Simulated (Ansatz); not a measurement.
**CH₅ISSi: small, medium and large basis sets**

An exercise on one series of results from a longer session: the logs are not shown, and one member is left open.

Program: Ansatz 0.2.0, Gaussian basis. Level of theory: one geometry, several basis sets. These are calculated values, not measurements.

Plan: PBE0-D4/def2-SVP; ωB97M-V/def2-SVP; PBE0-D4/def2-QZVPP; ωB97M-V/def2-QZVPP; the functionals' def2-TZVPP values are taken from earlier runs.

## The relaxed structure

The geometry comes from an earlier relaxation with PBE0-D4 in a triple-zeta def2 set; it is a stationary point, not always the lowest conformer. I takes the def2 core potential; no spin-orbit term is included.

SMILES `CS[SiH2]I`, 9 atoms, charge 0, spin multiplicity 1.

Atoms are counted from 1 here; the program's logs count them from 0.

Bond lengths: C1–S2 1.815 Å, C1–H5 1.089 Å, C1–H6 1.090 Å, C1–H7 1.090 Å, S2–Si3 2.109 Å, Si3–I4 2.451 Å, Si3–H8 1.479 Å, Si3–H9 1.483 Å. Angles: S2–C1–H5 106.5°, S2–C1–H6 111.1°, S2–C1–H7 110.6°, H5–C1–H6 109.2°, H5–C1–H7 109.2°, H6–C1–H7 110.2°, C1–S2–Si3 99.9°, S2–Si3–I4 112.6°, S2–Si3–H8 106.7°, S2–Si3–H9 111.5°, I4–Si3–H8 108.7°, I4–Si3–H9 105.4°, H8–Si3–H9 111.9°.

Set-up of the first run:

in.yaml reads:

```yaml
crystal:
  periodic: [false, false, false]
  atoms:
    - {symbol: C, position_ang: [-0.069096, 1.256255, -0.884371]}
    - {symbol: S, position_ang: [1.251005, 0.044584, -0.592599]}
    - {symbol: Si, position_ang: [0.335794, -1.135639, 0.896490]}
    - {symbol: I, position_ang: [-1.695834, -2.251254, 0.098297]}
    - {symbol: H, position_ang: [0.306927, 1.949531, -1.635784]}
    - {symbol: H, position_ang: [-0.303106, 1.807891, 0.025733]}
    - {symbol: H, position_ang: [-0.963307, 0.763940, -1.265823]}
    - {symbol: H, position_ang: [1.321511, -2.167194, 1.287745]}
    - {symbol: H, position_ang: [-0.095294, -0.314313, 2.053211]}
basis:
  gaussian: {orbitals: def2-SVP}
hamiltonian: {xc: pbe0, dispersion: d4}
output: {orbitals: {seedname: orbitals}}
```

Among the steps run: PBE0-D4 in def2-SVP; ωB97M-V in def2-SVP; PBE0-D4 in def2-QZVPP; ωB97M-V in def2-QZVPP.

One table of the session follows, with a row left open; its other results are not shown here.

It belongs to the step «Functionals by basis». 

| functional | basis | HOMO (eV) |
| --- | --- | --- |
| PBE0-D4 | def2-SVP | ? |
| PBE0-D4 | def2-TZVPP | -7.24 |
| PBE0-D4 | def2-QZVPP | -7.26 |
| ωB97M-V | def2-SVP | -9.31 |
| ωB97M-V | def2-TZVPP | -9.38 |
| ωB97M-V | def2-QZVPP | -9.40 |

**Question.** Estimate the row for PBE0-D4, def2-SVP.

**Answer.** HOMO (eV): -7.21. In the column «HOMO (eV)» it is the highest.
